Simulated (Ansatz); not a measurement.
# CH7BSSi: one species, many methods

An exercise on one series of results from a longer session: the logs are not shown, and one member is left open.

Computed with Ansatz 0.2.0, Gaussian basis. Level: functionals in def2-TZVPP, the program's frozen cores in correlated methods.

Plan: LDA (SPW92), PBE-D4, revPBE-D4, BLYP-D4, r2SCAN-D4, B97M-V, PBE0-D4, B3LYP-D4, r2SCANh-D4, r2SCAN0-D4, HSE06-D4, BHLYP-D4, CAM-B3LYP-D4, LC-ωPBE, ωB97X-V, ωB97M-V, B2PLYP, PBE-QIDH; CCSD(T)/def2-SVP; CCSD(T)/def2-TZVPP; MP2/def2-QZVPP; extrapolation to the limit; RPA on PBE.

## The relaxed structure

All runs share one geometry, relaxed beforehand with PBE0-D4 in a triple-zeta def2 set.

11 atoms, charge 0, spin multiplicity 1.

Atoms are counted from 1 here; the program's logs count them from 0.

Bond lengths: B1–Si2 1.963 Å, B1–S3 2.004 Å, B1–H5 1.197 Å, B1–H6 1.196 Å, Si2–S3 2.235 Å, Si2–H7 1.484 Å, Si2–H8 1.486 Å, S3–C4 1.808 Å, C4–H9 1.090 Å, C4–H10 1.089 Å, C4–H11 1.089 Å. Angles: Si2–B1–S3 68.6°, Si2–B1–H5 115.0°, Si2–B1–H6 120.0°, S3–B1–H5 108.2°, S3–B1–H6 110.5°, H5–B1–H6 120.8°, B1–Si2–S3 56.6°, B1–Si2–H7 124.5°, B1–Si2–H8 125.7°, S3–Si2–H7 107.4°, S3–Si2–H8 105.2°, H7–Si2–H8 109.6°, B1–S3–Si2 54.9°, B1–S3–C4 102.7°, Si2–S3–C4 101.0°, S3–C4–H9 107.7°, S3–C4–H10 109.2°, S3–C4–H11 110.2° and more.

Set-up of the first run:

Contents of in.yaml:

```yaml
crystal:
  periodic: [false, false, false]
  atoms:
    - {symbol: B, position_ang: [-0.805066, 1.305454, 0.078181]}
    - {symbol: Si, position_ang: [0.472996, 0.792116, -1.320624]}
    - {symbol: S, position_ang: [0.738447, 0.278032, 0.837789]}
    - {symbol: C, position_ang: [0.109692, -1.416939, 0.869902]}
    - {symbol: H, position_ang: [-0.718892, 2.439306, 0.451940]}
    - {symbol: H, position_ang: [-1.822585, 0.691359, 0.212202]}
    - {symbol: H, position_ang: [1.642891, 1.608976, -1.730219]}
    - {symbol: H, position_ang: [0.498179, -0.509415, -2.037805]}
    - {symbol: H, position_ang: [-0.369977, -1.574651, 1.835470]}
    - {symbol: H, position_ang: [0.941304, -2.109433, 0.747686]}
    - {symbol: H, position_ang: [-0.621589, -1.561806, 0.076178]}
basis:
  gaussian: {orbitals: def2-TZVPP}
hamiltonian: {xc: lda}
output: {orbitals: {seedname: orbitals}}
```

Launch:

```sh
> ansatz run in.yaml --threads 2 --pin off --events-out ev --progress --plain --max-ram 4352MiB
```

Among the steps run: LDA; PBE-D4 (GGA); revPBE-D4 (GGA); BLYP-D4 (GGA); r2SCAN-D4 (meta-GGA); B97M-V (meta-GGA); B3LYP-D4 (hybrid); r2SCANh-D4 (hybrid); r2SCAN0-D4 (hybrid); HSE06-D4 (hybrid); BHLYP-D4 (hybrid); CAM-B3LYP-D4 (range-separated); LC-ωPBE (range-separated); ωB97X-V (range-separated); ωB97M-V (range-separated); B2PLYP (double hybrid); PBE-QIDH (double hybrid).

One of the session's tables, all rows but one given; the rest of the session is left out.

It belongs to the step «Orbital energies across the functionals». 

```
  functional  HOMO (eV)  gap (eV)
 LDA (SPW92)      -6.07      4.32
      PBE-D4      -5.95      4.41
   revPBE-D4      -5.90      4.44
     BLYP-D4      -5.80      4.39
   r2SCAN-D4      -6.14      4.86
      B97M-V      -6.23      4.86
     PBE0-D4      -6.98      6.26
    B3LYP-D4      -6.78      5.87
  r2SCANh-D4      -6.52      5.53
  r2SCAN0-D4      -7.10      6.54
    HSE06-D4      -6.59      5.50
    BHLYP-D4      -7.88      8.07
CAM-B3LYP-D4      -8.22      8.51
     LC-ωPBE      -9.50     10.89
     ωB97X-V          ?         ?
     ωB97M-V      -9.03     10.08
```

Estimate the missing values for ωB97X-V.

The run gave: HOMO (eV): -9.18; gap (eV): 10.47. In the column «HOMO (eV)» it lies between LC-ωPBE (-9.50) and ωB97M-V (-9.03).
